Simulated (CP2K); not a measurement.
The system is Sr2SO.

```
Sr S O
1.0
     4.04324    0.00000    0.00000
     0.00000    4.04324    0.00000
     0.00000    0.00000    5.71800
Sr S O
2 1 1
Direct
  0.50000 0.50000 0.50000
  0.00000 0.00000 0.00000
  0.00000 0.00000 0.50000
  0.50000 0.50000 0.00000
```

The cell comes from a database or a generator and needn't be the stable form of this composition.

Base run:

```yaml
Program: CP2K 2026.2
Functional: PBE
Potentials_or_basis: POTENTIAL_UZH Sr GTH-PBE-q10, S GTH-PBE-q6, O GTH-PBE-q6; TZVP-MOLOPT-PBE-GTH basis
Density_cutoff: 8163 eV
k_mesh: 5 × 5 × 4
Occupations: fermi-dirac, width 0.05 eV
Spin: no spin polarisation
```

Its results: band gap on the k mesh 2.50 eV, direct; pressure 0.5 GPa.

The run is repeated on the same cell with these changes: functional from PBE to revPBE. What comes out?

Band gap on the k mesh 2.53 eV, direct; pressure 2.0 GPa.

revPBE binds less tightly than PBE, so the same cell stands under more pressure.

Caveats: the basis of atomic orbitals isn't converged, which shifts pressures, moduli and gaps; the potentials were made for another functional, which shifts forces and pressure (some runs).
